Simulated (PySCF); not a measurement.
# C₅H₈Si: electronic excitations at several levels of theory

Aim: compute the electronic excitations of C₅H₈Si (`C=CC#CC[SiH3]`) at several levels, and see how far they spread and what each costs.

Programs: PySCF 2.14.0, with density-fitted response routines of our own. Each step states its level of theory. These are calculated values for one molecule in the gas phase, unless marked as measured. Atoms count from 0, in the outputs and in this text.

### 1 Starting geometry

14 atoms, charge 0, multiplicity 1; geometry from: GFN2-xTB. The atoms were then displaced at random by about 0.01 Å, so the start is not that level's minimum.

Bonds of the start (Å): C0–C1 1.34, C1–C2 1.42, C2–C3 1.15, C3–C4 1.48, C4–Si5 1.92, C0–H6 1.07, C0–H7 1.08, C1–H8 1.11, C4–H9 1.11, C4–H10 1.08, Si5–H11 1.46, Si5–H12 1.46, Si5–H13 1.47.

### 2 Relaxing the molecule at PBE0-D3(BJ)/def2-SVP

Job settings and geometry (Å):

```
{"job": {"xc": "PBE0", "basis": "def2-SVP", "d3": "d3bj", "grid": 1, "shake": 0.01, "kind": "geom"}, "charge": 0, "multiplicity": 1}
C      3.213120     0.564150    -0.106980
C      2.280930     0.585900     0.859050
C      0.991160     0.000170     0.736230
C     -0.042530    -0.509080     0.664140
C     -1.388370    -1.104700     0.555960
Si    -2.675330     0.182690    -0.056780
H      3.007090     0.124520    -1.063790
H      4.172060     1.057270     0.011050
H      2.494430     1.063280     1.836200
H     -1.686270    -1.480580     1.556840
H     -1.357200    -1.951880    -0.109520
H     -3.963010    -0.499730    -0.108100
H     -2.305710     0.652360    -1.393220
H     -2.747540     1.300540     0.891190
```

The run is started by

```
> OMP_NUM_THREADS=1 python probes_run.py task.json out
```

The driver reads the jobs from task.json and runs them one after another.

Standard output:

```text
step   0  E = -484.14891721  max force = 0.150009
step   1  E = -484.15971052  max force = 0.022244
step   2  E = -484.16019333  max force = 0.005458
step   3  E = -484.16028655  max force = 0.003233
step   4  E = -484.16033847  max force = 0.003536
step   5  E = -484.16036001  max force = 0.000955
step   6  E = -484.16036389  max force = 0.001208
step   7  E = -484.16036954  max force = 0.000273
optimisation converged
```

Wall time 67 s (1 thread of Arm Neoverse N1, shared host); peak memory 0.52 GiB.

Relaxation path:

```csv
step,energy from step 0 (eV),largest force component (eV/Å)
0,0.0000,7.7138
1,-0.2937,1.1438
2,-0.3068,0.2807
3,-0.3094,0.1662
4,-0.3108,0.1818
5,-0.3114,0.0491
6,-0.3115,0.0621
7,-0.3116,0.0140
```

Distances of close pairs at the start and the end, largest changes first:

```csv
bond,before (Å),after (Å),change (Å)
C2–C3,1.155,1.217,+0.063
Si5–H11,1.458,1.496,+0.037
C3–C4,1.476,1.448,-0.028
Si5–H12,1.464,1.492,+0.028
C4–H10,1.078,1.104,+0.026
Si5–H13,1.467,1.492,+0.024
C0–H6,1.073,1.093,+0.020
C4–Si5,1.921,1.903,-0.018
```

The final coordinates are the input of the step that follows.

```csv
at the end point,value
point group (found at 0.08 Å tolerance),C1
"rotational constants (GHz, main isotopes)","8.980, 1.002, 0.951"
dipole moment (D),0.52
```

### 3 Ultraviolet spectrum: LDA/def2-SVPD

Job settings and geometry (Å):

```
{"job": {"kind": "uv", "xc": "LDA", "basis": "def2-SVPD", "ip": true}, "charge": 0, "multiplicity": 1}
C      3.102050     0.923747    -0.247829
C      2.288554     0.697330     0.794896
C      1.047187     0.007314     0.725749
C     -0.014775    -0.587350     0.698039
C     -1.307415    -1.235640     0.631600
Si    -2.655647    -0.030984     0.039119
H      2.850484     0.576996    -1.253272
H      4.042099     1.463948    -0.115213
H      2.578790     1.063621     1.787591
H     -1.604170    -1.630474     1.618681
H     -1.283539    -2.094140    -0.062075
H     -3.966281    -0.749634    -0.015264
H     -2.313481     0.475743    -1.321725
H     -2.760260     1.114653     0.989055
```

With the program's defaults for keys left out, this is: TDDFT LDA/def2-SVPD, vertical, gas phase, core orbitals frozen in the response.

Standard output:

```text
coarse grid: 12016 points
cycle   1  E = -481.3653518216  dE =  3.295e-01  |g| = 5.041e-01  |ddm| = 1.276e+01
cycle   2  E = -481.2970347578  dE =  6.832e-02  |g| = 6.854e-01  |ddm| = 3.619e+00
cycle   3  E = -481.4360321708  dE = -1.390e-01  |g| = 1.268e-01  |ddm| = 1.754e+00
cycle   4  E = -481.4371828513  dE = -1.151e-03  |g| = 1.153e-01  |ddm| = 5.445e-01
cycle   5  E = -481.4406201667  dE = -3.437e-03  |g| = 1.568e-02  |ddm| = 2.276e-01
cycle   6  E = -481.4406737948  dE = -5.363e-05  |g| = 8.515e-03  |ddm| = 7.714e-02
cycle   7  E = -481.4406921360  dE = -1.834e-05  |g| = 3.307e-03  |ddm| = 2.040e-02
cycle   8  E = -481.4406953953  dE = -3.259e-06  |g| = 6.090e-04  |ddm| = 5.963e-03
final grid: 110944 points
cycle   9  E = -481.5341028070  dE = -3.082e-05  |g| = 3.230e-03  |ddm| = 1.285e-01
cycle  10  E = -481.5340986603  dE =  4.147e-06  |g| = 5.043e-03  |ddm| = 1.879e-02
cycle  11  E = -481.5341053075  dE = -6.647e-06  |g| = 1.066e-03  |ddm| = 1.073e-02
cycle  12  E = -481.5341055728  dE = -2.653e-07  |g| = 3.936e-04  |ddm| = 2.011e-03
cycle  13  E = -481.5341056147  dE = -4.187e-08  |g| = 1.111e-04  |ddm| = 1.120e-03
cycle  14  E = -481.5341056178  dE = -3.109e-09  |g| = 4.247e-05  |ddm| = 3.815e-04
cycle  15  E = -481.5341056182  dE = -3.951e-10  |g| = 2.426e-05  |ddm| = 1.142e-04
converged SCF energy = -481.5341056182

Static polarisability (au): isotropic 102.187, principal 72.724 77.706 156.129

Singlet excitations
state   eV       nm        f      main configurations
  1   4.6674    265.6   0.00906   H-1->L 0.97
  2   4.9376    251.1   0.41945   H->L 0.83
  3   5.2562    235.9   0.00264   H->L+1 1.00
  4   5.5491    223.4   0.00198   H->L+2 0.99
  5   5.9818    207.3   0.00435   H-1->L+1 0.97
  6   5.9987    206.7   0.01046   H->L+3 0.96
  7   6.2412    198.7   0.00619   H->L+4 0.85
  8   6.3164    196.3   0.00938   H->L+5 0.89
  9   6.3928    193.9   0.00000   H-3->L 0.98
 10   6.4711    191.6   0.00625   H-4->L 0.98

Triplet excitations (Tamm-Dancoff, eV): 3.4151 4.5037 5.1768 5.3830
Vertical ionisation energy (delta-SCF) = 8.5863 eV
Vertical electron affinity (delta-SCF) = -0.5150 eV
```

It took 2.5 min on 1 thread of Arm Neoverse N1, shared host; peak memory 0.6 GiB.

The orbitals next to the gap, with their largest atomic shares:

```csv
orbital,eV,atoms
HOMO−3,-8.31,"Si5 40 %, H12 24 %, H13 23 %"
HOMO−2,-8.03,"C1 30 %, C2 18 %, C0 18 %"
HOMO−1,-6.55,"C3 37 %, C2 37 %, C4 8 %"
HOMO,-5.81,"C3 23 %, C0 22 %, C2 22 %"
LUMO,-1.94,"C0 31 %, C1 24 %, C3 14 %"
LUMO+1,-0.59,"Si5 32 %, C4 14 %, C3 10 %"
LUMO+2,-0.33,"C2 20 %, C3 20 %, C4 12 %"
```

With each of the 10 states as a Gaussian band of 0.4 eV half-width at 1/e, the curve within the window shown has maxima at 251 nm (ε 17,000), 200 nm (ε 1,200) L/(mol cm). Beyond the last state computed it falls off for lack of states. The curve at chosen wavelengths:

| nm | ε (L/mol/cm) |
| --- | --- |
| 183 | 306 |
| 188 | 649 |
| 193 | 1002 |
| 198 | 1204 |
| 202 | 1209 |
| 207 | 1063 |
| 212 | 890 |
| 217 | 955 |
| 222 | 1642 |
| 227 | 3377 |
| 231 | 5665 |
| 236 | 9403 |
| 241 | 13295 |
| 246 | 16203 |
| 251 | 17281 |
| 256 | 16367 |
| 260 | 14519 |
| 265 | 11481 |
| 270 | 8348 |
| 275 | 5638 |
| 280 | 3571 |
| 285 | 2139 |
| 289 | 1370 |
| 294 | 756 |
| 299 | 402 |
| 304 | 207 |

Further results of this job:

```csv
property,computed
dipole moment (D),0.69
polarisability (Å³),15.14
HOMO–LUMO gap (eV),3.88
−ε(HOMO) (eV),5.81
```

### 4 Ultraviolet spectrum: PBE/def2-SVPD

Same as in step 3 but for these lines:

```diff
@@ -1,2 +1,2 @@
-{"job": {"kind": "uv", "xc": "LDA", "basis": "def2-SVPD", "ip": true}, "charge": 0, "multiplicity": 1}
+{"job": {"kind": "uv", "xc": "PBE", "basis": "def2-SVPD", "ip": true}, "charge": 0, "multiplicity": 1}
 C      3.102050     0.923747    -0.247829
```

Level: TDDFT PBE/def2-SVPD, vertical, gas phase, core orbitals frozen in the response.

Standard output:

```text
coarse grid: 12016 points
cycle   1  E = -483.9458987805  dE =  3.418e-01  |g| = 4.869e-01  |ddm| = 1.058e+01
cycle   2  E = -483.8897297979  dE =  5.617e-02  |g| = 6.407e-01  |ddm| = 3.561e+00
cycle   3  E = -484.0122972256  dE = -1.226e-01  |g| = 1.299e-01  |ddm| = 1.805e+00
cycle   4  E = -484.0140937782  dE = -1.797e-03  |g| = 1.074e-01  |ddm| = 4.697e-01
cycle   5  E = -484.0170919904  dE = -2.998e-03  |g| = 1.315e-02  |ddm| = 2.047e-01
cycle   6  E = -484.0171252197  dE = -3.323e-05  |g| = 8.266e-03  |ddm| = 6.436e-02
cycle   7  E = -484.0171433380  dE = -1.812e-05  |g| = 2.938e-03  |ddm| = 1.825e-02
cycle   8  E = -484.0171459012  dE = -2.563e-06  |g| = 5.450e-04  |ddm| = 5.191e-03
final grid: 110944 points
cycle   9  E = -484.1069637419  dE = -2.125e-05  |g| = 9.595e-03  |ddm| = 1.461e-01
cycle  10  E = -484.1069353686  dE =  2.837e-05  |g| = 1.375e-02  |ddm| = 4.292e-02
cycle  11  E = -484.1069898730  dE = -5.450e-05  |g| = 1.568e-03  |ddm| = 2.556e-02
cycle  12  E = -484.1069904784  dE = -6.054e-07  |g| = 4.837e-04  |ddm| = 2.880e-03
cycle  13  E = -484.1069905447  dE = -6.631e-08  |g| = 1.281e-04  |ddm| = 1.065e-03
cycle  14  E = -484.1069905495  dE = -4.792e-09  |g| = 2.210e-05  |ddm| = 3.736e-04
cycle  15  E = -484.1069905497  dE = -1.590e-10  |g| = 5.924e-06  |ddm| = 1.015e-04
converged SCF energy = -484.1069905497

Static polarisability (au): isotropic 100.517, principal 71.280 76.327 153.946

Singlet excitations
state   eV       nm        f      main configurations
  1   4.7134    263.0   0.01127   H-1->L 0.97
  2   4.9507    250.4   0.40816   H->L 0.83
  3   5.2434    236.5   0.00279   H->L+1 1.00
  4   5.5377    223.9   0.00216   H->L+2 1.00
  5   5.9389    208.8   0.01125   H->L+3 0.95
  6   5.9977    206.7   0.00396   H-1->L+1 0.97
  7   6.2161    199.5   0.00223   H->L+4 0.92
  8   6.3105    196.5   0.01105   H->L+5 0.90
  9   6.5948    188.0   0.00003   H-3->L 0.91
 10   6.6325    186.9   0.00190   H->L+6 0.73, H-1->L+3 0.08

Triplet excitations (Tamm-Dancoff, eV): 3.2591 4.4753 5.1553 5.3299
Vertical ionisation energy (delta-SCF) = 8.3671 eV
Vertical electron affinity (delta-SCF) = -0.6853 eV
```

It took 2.6 min on 1 thread of Arm Neoverse N1, shared host; peak memory 0.65 GiB.

This run: HOMO -5.64 eV, LUMO -1.72 eV; lowest singlet 4.71 eV.

### 5 Ultraviolet spectrum: B3LYP/def2-SVPD

Same as in step 4 but for these lines:

```diff
@@ -1,2 +1,2 @@
-{"job": {"kind": "uv", "xc": "PBE", "basis": "def2-SVPD", "ip": true}, "charge": 0, "multiplicity": 1}
+{"job": {"kind": "uv", "xc": "B3LYP", "basis": "def2-SVPD", "ip": true}, "charge": 0, "multiplicity": 1}
 C      3.102050     0.923747    -0.247829
```

Method: TDDFT B3LYP/def2-SVPD, vertical, gas phase, core orbitals frozen in the response.

Standard output:

```text
coarse grid: 12016 points
cycle   1  E = -484.4352284978  dE =  4.215e-01  |g| = 3.722e-01  |ddm| = 1.106e+01
cycle   2  E = -484.4341076438  dE =  1.121e-03  |g| = 3.702e-01  |ddm| = 3.001e+00
cycle   3  E = -484.4740208744  dE = -3.991e-02  |g| = 7.516e-02  |ddm| = 9.172e-01
cycle   4  E = -484.4745828376  dE = -5.620e-04  |g| = 6.024e-02  |ddm| = 2.315e-01
cycle   5  E = -484.4755130000  dE = -9.302e-04  |g| = 6.116e-03  |ddm| = 9.648e-02
cycle   6  E = -484.4755224403  dE = -9.440e-06  |g| = 2.146e-03  |ddm| = 4.987e-02
final grid: 110944 points
cycle   7  E = -484.5535936561  dE = -2.220e-05  |g| = 4.723e-03  |ddm| = 1.671e-01
cycle   8  E = -484.5535867284  dE =  6.928e-06  |g| = 7.022e-03  |ddm| = 1.680e-02
cycle   9  E = -484.5535988824  dE = -1.215e-05  |g| = 1.703e-03  |ddm| = 1.009e-02
cycle  10  E = -484.5535996235  dE = -7.411e-07  |g| = 2.207e-04  |ddm| = 2.570e-03
cycle  11  E = -484.5535996318  dE = -8.347e-09  |g| = 1.393e-04  |ddm| = 5.602e-04
cycle  12  E = -484.5535996374  dE = -5.541e-09  |g| = 2.861e-05  |ddm| = 2.362e-04
cycle  13  E = -484.5535996376  dE = -2.265e-10  |g| = 5.772e-06  |ddm| = 6.665e-05
converged SCF energy = -484.5535996376

Static polarisability (au): isotropic 97.367, principal 69.978 75.085 147.038

Singlet excitations
state   eV       nm        f      main configurations
  1   5.0309    246.4   0.03428   H-1->L 0.90
  2   5.1570    240.4   0.38197   H->L 0.79, H-1->L 0.09
  3   5.6430    219.7   0.00463   H->L+1 0.56, H->L+2 0.41
  4   5.8076    213.5   0.00051   H->L+2 0.51, H->L+1 0.42
  5   6.4862    191.2   0.01770   H->L+3 0.93
  6   6.5578    189.1   0.00973   H-1->L+1 0.96
  7   6.6265    187.1   0.00077   H->L+4 0.86
  8   6.9259    179.0   0.01367   H->L+5 0.89
  9   7.0770    175.2   0.00048   H->L+6 0.84
 10   7.1256    174.0   0.01025   H->L+7 0.77, H->L+6 0.10

Triplet excitations (Tamm-Dancoff, eV): 3.3091 4.7709 5.4327 5.4708
Vertical ionisation energy (delta-SCF) = 8.4732 eV
```

Run time: 2.1 min. Hardware: 1 thread of Arm Neoverse N1, shared host; peak memory 0.84 GiB.

In short: HOMO -6.43 eV, LUMO -1.01 eV; lowest singlet 5.03 eV.

### 6 Excited states and response: PBE0/def2-SVPD

Same as in step 5 but for these lines:

```diff
@@ -1,2 +1,2 @@
-{"job": {"kind": "uv", "xc": "B3LYP", "basis": "def2-SVPD", "ip": true}, "charge": 0, "multiplicity": 1}
+{"job": {"kind": "uv", "xc": "PBE0", "basis": "def2-SVPD", "ip": true}, "charge": 0, "multiplicity": 1}
 C      3.102050     0.923747    -0.247829
```

With the program's defaults for keys left out, this is: TDDFT PBE0/def2-SVPD, vertical, gas phase, core orbitals frozen in the response.

Standard output:

```text
coarse grid: 12016 points
cycle   1  E = -484.0616982671  dE =  4.454e-01  |g| = 3.260e-01  |ddm| = 8.387e+00
cycle   2  E = -484.0667825744  dE = -5.084e-03  |g| = 2.936e-01  |ddm| = 2.478e+00
cycle   3  E = -484.0913038642  dE = -2.452e-02  |g| = 7.282e-02  |ddm| = 7.276e-01
cycle   4  E = -484.0920308582  dE = -7.270e-04  |g| = 5.063e-02  |ddm| = 1.854e-01
cycle   5  E = -484.0926858768  dE = -6.550e-04  |g| = 5.132e-03  |ddm| = 7.934e-02
cycle   6  E = -484.0926922534  dE = -6.377e-06  |g| = 1.876e-03  |ddm| = 3.519e-02
final grid: 110944 points
cycle   7  E = -484.1593484815  dE = -1.751e-05  |g| = 5.636e-03  |ddm| = 9.833e-02
cycle   8  E = -484.1593445312  dE =  3.950e-06  |g| = 6.940e-03  |ddm| = 2.153e-02
cycle   9  E = -484.1593566654  dE = -1.213e-05  |g| = 1.510e-03  |ddm| = 1.072e-02
cycle  10  E = -484.1593572699  dE = -6.045e-07  |g| = 2.379e-04  |ddm| = 2.379e-03
cycle  11  E = -484.1593572801  dE = -1.023e-08  |g| = 1.281e-04  |ddm| = 5.693e-04
cycle  12  E = -484.1593572846  dE = -4.469e-09  |g| = 2.950e-05  |ddm| = 2.519e-04
cycle  13  E = -484.1593572848  dE = -2.395e-10  |g| = 7.216e-06  |ddm| = 8.937e-05
converged SCF energy = -484.1593572848

Static polarisability (au): isotropic 96.433, principal 69.387 74.435 145.478

Singlet excitations
state   eV       nm        f      main configurations
  1   5.1260    241.9   0.03164   H-1->L 0.90
  2   5.2599    235.7   0.39747   H->L 0.81
  3   5.8051    213.6   0.00420   H->L+2 0.65, H->L+1 0.28
  4   6.0193    206.0   0.00075   H->L+1 0.69, H->L+2 0.25
  5   6.7736    183.0   0.01813   H->L+3 0.86
  6   6.8036    182.2   0.01102   H-1->L+1 0.93
  7   6.8691    180.5   0.00283   H->L+4 0.79
  8   7.1597    173.2   0.01286   H->L+5 0.87
  9   7.3338    169.1   0.00396   H->L+6 0.75
 10   7.3782    168.0   0.50584   H-1->L+2 0.56, H-2->L 0.09, H->L+7 0.08

Triplet excitations (Tamm-Dancoff, eV): 3.2578 4.8109 5.3717 5.5592
Vertical ionisation energy (delta-SCF) = 8.4760 eV
```

It took 99 s on 1 thread of Arm Neoverse N1, shared host; peak memory 0.84 GiB.

In short: HOMO -6.64 eV, LUMO -0.81 eV; lowest singlet 5.13 eV.

### 7 Excited states and response: BHandHLYP/def2-SVPD

Same as in step 6 but for these lines:

```diff
@@ -1,2 +1,2 @@
-{"job": {"kind": "uv", "xc": "PBE0", "basis": "def2-SVPD", "ip": true}, "charge": 0, "multiplicity": 1}
+{"job": {"kind": "uv", "xc": "BHandHLYP", "basis": "def2-SVPD", "ip": true}, "charge": 0, "multiplicity": 1}
 C      3.102050     0.923747    -0.247829
```

Method: TDDFT BHandHLYP/def2-SVPD, vertical, gas phase, core orbitals frozen in the response.

Standard output:

```text
coarse grid: 12016 points
cycle   1  E = -484.3173730794  dE =  5.794e-01  |g| = 2.873e-01  |ddm| = 8.339e+00
cycle   2  E = -484.3395230793  dE = -2.215e-02  |g| = 1.518e-01  |ddm| = 2.335e+00
cycle   3  E = -484.3451575426  dE = -5.634e-03  |g| = 6.874e-02  |ddm| = 4.664e-01
cycle   4  E = -484.3460534555  dE = -8.959e-04  |g| = 3.948e-02  |ddm| = 1.761e-01
cycle   5  E = -484.3464461533  dE = -3.927e-04  |g| = 4.260e-03  |ddm| = 7.744e-02
cycle   6  E = -484.3464506597  dE = -4.506e-06  |g| = 1.595e-03  |ddm| = 1.995e-02
final grid: 110944 points
cycle   7  E = -484.3977945415  dE = -1.138e-05  |g| = 2.257e-03  |ddm| = 1.027e-01
cycle   8  E = -484.3977942468  dE =  2.947e-07  |g| = 2.545e-03  |ddm| = 8.263e-03
cycle   9  E = -484.3977958670  dE = -1.620e-06  |g| = 3.682e-04  |ddm| = 3.784e-03
cycle  10  E = -484.3977958982  dE = -3.115e-08  |g| = 1.426e-04  |ddm| = 7.455e-04
cycle  11  E = -484.3977959029  dE = -4.718e-09  |g| = 5.775e-05  |ddm| = 3.099e-04
cycle  12  E = -484.3977959039  dE = -9.916e-10  |g| = 6.081e-06  |ddm| = 1.185e-04
converged SCF energy = -484.3977959039

Static polarisability (au): isotropic 93.618, principal 68.107 73.319 139.427

Singlet excitations
state   eV       nm        f      main configurations
  1   5.3704    230.9   0.19578   H-1->L 0.45, H->L 0.43
  2   5.4332    228.2   0.20758   H-1->L 0.45, H->L 0.42
  3   5.8883    210.6   0.00403   H->L+3 0.43, H->L+1 0.10, H->L+4 0.10
  4   6.3620    194.9   0.00055   H->L+1 0.78
  5   7.1206    174.1   0.00219   H->L+3 0.38, H->L+4 0.37
  6   7.2398    171.3   0.03641   H-1->L+1 0.85
  7   7.3420    168.9   0.01927   H->L+2 0.74, H->L+5 0.09
  8   7.4796    165.8   0.48615   H-1->L+3 0.19, H-2->L 0.17, H-1->L+4 0.12
  9   7.5159    165.0   0.05248   H->L+5 0.55, H->L+6 0.24
 10   7.7743    159.5   0.07583   H->L+6 0.48, H->L+5 0.20, H->L+9 0.15

Triplet excitations (Tamm-Dancoff, eV): 3.2680 5.0668 5.3786 5.6836
Vertical ionisation energy (delta-SCF) = 8.4018 eV
```

It took 93 s on 1 thread of Arm Neoverse N1, shared host; peak memory 0.84 GiB.

In short: HOMO -7.51 eV, LUMO 0.23 eV; lowest singlet 5.37 eV.

### 8 TDDFT and polarisability: CAM-B3LYP/def2-SVPD

Same as in step 7 but for these lines:

```diff
@@ -1,2 +1,2 @@
-{"job": {"kind": "uv", "xc": "BHandHLYP", "basis": "def2-SVPD", "ip": true}, "charge": 0, "multiplicity": 1}
+{"job": {"kind": "uv", "xc": "CAM-B3LYP", "basis": "def2-SVPD", "ip": true}, "charge": 0, "multiplicity": 1}
 C      3.102050     0.923747    -0.247829
```

Level: TDDFT CAM-B3LYP/def2-SVPD, vertical, gas phase, core orbitals frozen in the response.

Standard output:

```text
coarse grid: 12016 points
cycle   1  E = -484.3025013390  dE =  5.457e-01  |g| = 2.856e-01  |ddm| = 1.060e+01
cycle   2  E = -484.3200555006  dE = -1.755e-02  |g| = 1.787e-01  |ddm| = 2.756e+00
cycle   3  E = -484.3282666442  dE = -8.211e-03  |g| = 6.021e-02  |ddm| = 5.018e-01
cycle   4  E = -484.3288469841  dE = -5.803e-04  |g| = 3.939e-02  |ddm| = 1.869e-01
cycle   5  E = -484.3292284488  dE = -3.815e-04  |g| = 4.873e-03  |ddm| = 8.982e-02
cycle   6  E = -484.3292342069  dE = -5.758e-06  |g| = 2.015e-03  |ddm| = 3.014e-02
final grid: 110944 points
cycle   7  E = -484.4090156961  dE = -1.917e-05  |g| = 3.181e-03  |ddm| = 1.447e-01
cycle   8  E = -484.4090146322  dE =  1.064e-06  |g| = 3.851e-03  |ddm| = 1.101e-02
cycle   9  E = -484.4090182605  dE = -3.628e-06  |g| = 5.127e-04  |ddm| = 5.483e-03
cycle  10  E = -484.4090183203  dE = -5.985e-08  |g| = 1.809e-04  |ddm| = 1.014e-03
cycle  11  E = -484.4090183274  dE = -7.121e-09  |g| = 7.845e-05  |ddm| = 4.247e-04
cycle  12  E = -484.4090183292  dE = -1.751e-09  |g| = 8.382e-06  |ddm| = 1.581e-04
cycle  13  E = -484.4090183292  dE = -3.183e-11  |g| = 3.799e-06  |ddm| = 3.469e-05
converged SCF energy = -484.4090183292

Static polarisability (au): isotropic 94.840, principal 69.188 74.382 140.951

Singlet excitations
state   eV       nm        f      main configurations
  1   5.3052    233.7   0.09717   H-1->L 0.70, H->L 0.22
  2   5.3804    230.4   0.30685   H->L 0.64, H-1->L 0.24
  3   5.8918    210.4   0.00388   H->L+3 0.44, H->L+1 0.14, H->L+2 0.12
  4   6.3083    196.5   0.00043   H->L+1 0.72, H->L+4 0.10
  5   7.0762    175.2   0.02321   H-1->L+1 0.62, H->L+4 0.13, H->L+3 0.09
  6   7.1099    174.4   0.00566   H->L+4 0.31, H-1->L+1 0.24, H->L+3 0.21
  7   7.3390    168.9   0.01959   H->L+2 0.63, H->L+5 0.15, H->L+3 0.10
  8   7.4594    166.2   0.43290   H-1->L+3 0.21, H-2->L 0.14, H-1->L+4 0.11
  9   7.4879    165.6   0.08127   H->L+5 0.41, H->L+6 0.32
 10   7.7328    160.3   0.08904   H->L+6 0.40, H->L+5 0.23, H->L+9 0.12

Triplet excitations (Tamm-Dancoff, eV): 3.3447 5.0047 5.4531 5.6628
Vertical ionisation energy (delta-SCF) = 8.5788 eV
```

Run time: 1.9 min. Hardware: 1 thread of Arm Neoverse N1, shared host; peak memory 0.97 GiB.

This run: HOMO -7.86 eV, LUMO 0.28 eV; lowest singlet 5.31 eV.

(Part 1 of 2 ends here.)
